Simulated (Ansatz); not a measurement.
# InGa3As4: the cost of one run

Program: Ansatz 0.2.0. PAW datasets, plane waves, zero pressure. These are computed values for a spin-unpolarised cell that may be hypothetical; none is a measurement.

**1. The structure to begin with**

This is the cell as the run starts from it, not yet at rest; its lengths are not the crystal's.

It is orthorhombic, Pmm2 (No. 25); conventional cell a = 3.962 Å, b = 7.923 Å, c = 5.603 Å, 21.98 Å³ an atom. Around Ga lie 4 As at 2.43 Å; around As lie 3 Ga at 2.43 Å and 1 In at 2.43 Å; around As lie 4 Ga at 2.43 Å; around In lie 4 As at 2.43 Å.

The structure in full:

```cif
data_structure
_symmetry_space_group_name_H-M 'P 1'
_symmetry_Int_Tables_number 1
_cell_length_a 3.9617
_cell_length_b 7.9234
_cell_length_c 5.6027
_cell_angle_alpha 90.000
_cell_angle_beta 90.000
_cell_angle_gamma 90.000
_cell_volume 175.87
loop_
_atom_site_label
_atom_site_type_symbol
_atom_site_fract_x
_atom_site_fract_y
_atom_site_fract_z
_atom_site_occupancy
Ga1 Ga 0.00000 0.75000 0.00000 1
As1 As 0.50000 0.75000 0.25000 1
Ga2 Ga 0.50000 0.00000 0.50000 1
As2 As 0.00000 0.00000 0.75000 1
Ga3 Ga 0.00000 0.25000 0.00000 1
As3 As 0.50000 0.25000 0.25000 1
In1 In 0.50000 0.50000 0.50000 1
As4 As 0.00000 0.50000 0.75000 1
```

**2. Relaxing with PBE**

input.yaml

```yaml
crystal:
  lattice:
    - [3.9616822355, 0.0, 0.0]
    - [0.0, 7.923364471, 0.0]
    - [0.0, 0.0, 5.6026647472]
  atoms:
    - { symbol: Ga, position: [0.0, 0.75, 0.0] }
    - { symbol: As, position: [0.5, 0.75, 0.25] }
    - { symbol: Ga, position: [0.5, 0.0, 0.5] }
    - { symbol: As, position: [0.0, 0.0, 0.75] }
    - { symbol: Ga, position: [0.0, 0.25, 0.0] }
    - { symbol: As, position: [0.5, 0.25, 0.25] }
    - { symbol: In, position: [0.5, 0.5, 0.5] }
    - { symbol: As, position: [0.0, 0.5, 0.75] }
kpoints:
  mp_grid: { grid: [6, 4, 4] }
hamiltonian:
  xc: pbe
scf:
  occupations: { method: fermi_dirac, width: 0.02 }
relax:
  f_tol: 0.005
  cell: {}
```

Launch:

```bash
ansatz run input.yaml --threads 4 --pin off --max-ram 6451MiB --backend cpu --events-out ev --progress --plain --runs-dir out
```

**Question.** How long does this run take on 4 threads of Arm Neoverse V2, shared host, and how much memory does it need?

About 61 s, with a peak of 0.79 GiB.
